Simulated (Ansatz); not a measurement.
**CH₂FGaO: one structure at several levels**

One table from this session's results is given with a row withheld; the runs are named, their logs left out.

The runs use Ansatz 0.2.0, Gaussian basis; single points in def2-TZVPP.

Correlated methods freeze the cores. Filled d shells of the heavier atoms are correlated.

## The system as given

SMILES `O=[CH][GaH][F]`, 6 atoms, charge 0, spin multiplicity 1.

Atoms are counted from 1 here; the program's logs count them from 0.

Bond lengths: O1–C2 1.233 Å, C2–Ga3 2.145 Å, C2–H5 1.201 Å, Ga3–F4 1.910 Å, Ga3–H6 1.615 Å. Angles: O1–C2–Ga3 119.0°, O1–C2–H5 125.9°, Ga3–C2–H5 113.9°, C2–Ga3–F4 101.4°, C2–Ga3–H6 142.7°, F4–Ga3–H6 109.9°.

As a file:

```csv
atom,x (Å),y (Å),z (Å)
O1,1.9391,0.4711,-0.8912
C2,0.7725,0.0722,-0.9284
Ga3,-0.4796,0.3554,0.7899
F4,-1.9256,-0.8319,0.4050
H5,0.3073,-0.6673,-1.7528
H6,-0.4361,0.6759,2.3724
```

Set-up of the first run:

The input, run/in.yaml:

```yaml
crystal:
  periodic: [false, false, false]
  atoms:
    - {symbol: O, position_ang: [1.939100, 0.471100, -0.891200]}
    - {symbol: C, position_ang: [0.772500, 0.072200, -0.928400]}
    - {symbol: Ga, position_ang: [-0.479600, 0.355400, 0.789900]}
    - {symbol: F, position_ang: [-1.925600, -0.831900, 0.405000]}
    - {symbol: H, position_ang: [0.307300, -0.667300, -1.752800]}
    - {symbol: H, position_ang: [-0.436100, 0.675900, 2.372400]}
basis:
  gaussian: {orbitals: def2-TZVPP}
correlation: {method: ccsd_t}
output: {forces: true}
```

The command line of these runs was not kept.

Among the steps run: CCSD(T)/def2-TZVPP; PBE0-D4/def2-TZVPP; wB97M-V/def2-TZVPP; r2SCAN-D4/def2-TZVPP; PBE-D4/def2-TZVPP; LC-wPBE/def2-TZVPP; revPBE-D4/def2-TZVPP.

One of the session's tables, all rows but one given; the rest of the session is left out.

| method | RMS force component (eV/Å) | angle to CCSD(T) forces (°) | dipole (D) |
| --- | --- | --- | --- |
| CCSD(T) | 1.135 | reference | 1.81 |
| PBE0-D4 | ? | ? | ? |
| wB97M-V | 1.286 | 15.9 | 1.75 |
| r2SCAN-D4 | 1.242 | 17.1 | 1.63 |
| PBE-D4 | 0.999 | 15.2 | 1.58 |
| LC-wPBE | 1.373 | 16.0 | 1.75 |
| revPBE-D4 | 0.922 | 13.1 | 1.60 |

**Question.** Estimate the row for PBE0-D4.

The run gave: RMS force component (eV/Å): 1.328; angle to CCSD(T) forces (°): 19.6; dipole (D): 1.72. In the column «RMS force component (eV/Å)» it lies between wB97M-V (1.286) and LC-wPBE (1.373).
